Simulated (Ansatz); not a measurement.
Here is an Ansatz 0.2.0 calculation.

Contents of input.yaml:

```yaml
crystal:
  lattice:
    - [1.4606320425, 0.8432963029, 4.7393853233]
    - [-1.4606320425, 0.8432963029, 4.7393853233]
    - [0.0, -1.6865926058, 4.7393853233]
  atoms:
    - { symbol: Cr, position: [0.5, 0.5, 0.5], spin: 3.0 }
    - { symbol: V, position: [0.0, 0.0, 0.0], spin: 2.0 }
    - { symbol: C, position: [0.248759, 0.248759, 0.248759] }
    - { symbol: C, position: [0.751241, 0.751241, 0.751241] }
hamiltonian:
  xc: pbe
  pseudopotentials: { kind: paw }
  hubbard:
    sites: [{ species: Cr, l: d, u_eff: 3.0 }, { species: V, l: d, u_eff: 3.0 }]
magnetization:
  spin_polarized: true
kpoints:
  mp_grid: { grid: [11, 11, 11] }
  band_path:
    path:
      - [[0.0, 0.0, 0.0], [0.5, 0.0, 0.0], [0.5, 0.1877735979, -0.1877735979]]
      - [[0.8122264021, 0.5, 0.1877735979], [0.5, 0.5, 0.5], [0.0, 0.0, 0.0], [0.3438867989, 0.0, -0.3438867989]]
      - [[0.6561132011, 0.3438867989, 0.0], [0.5, 0.5, 0.0], [0.6561132011, 0.6561132011, 0.1877735979], [0.5, 0.5, 0.5]]
      - [[0.5, 0.0, 0.0], [0.8122264021, 0.3438867989, 0.3438867989]]
    npoints: 14
scf:
  occupations: { method: fermi_dirac, width: 0.05 }
  n_extra_bands: 10
output:
  forces: true
  stress: true
  eigenvalues: true
  fatbands: false
```

Potentials or basis: Ansatz PAW.

The run is started by

```console
$ ansatz run input.yaml --threads 2 --pin off --max-ram 5632MiB --backend cpu --events-out ev --progress --plain --runs-dir out
```

Q: What does it give for the largest force?

A: 0.853 eV/Å.

Q: Estimate the site moments.

A: Cr +2.10; V +0.43; C -0.19 μB.

Q: What does it give for the absolute moment?

A: 3.40 μB per cell.

Q: What does it give for the band gap on the k mesh?

A: None (metal or under the smearing width).

Stress tensor (GPa, compression positive):
```
16.55  0.00  0.00
 0.00 16.55  0.00
 0.00  0.00 11.00
```

Caveat: the magnetic or orbital state may not be the lowest; the pressure holds a Pulay correction of +0.4 GPa for the finite cutoff; the U is typed as a test and isn't derived for this compound. The state reached can hang on the start; a lower one may exist.
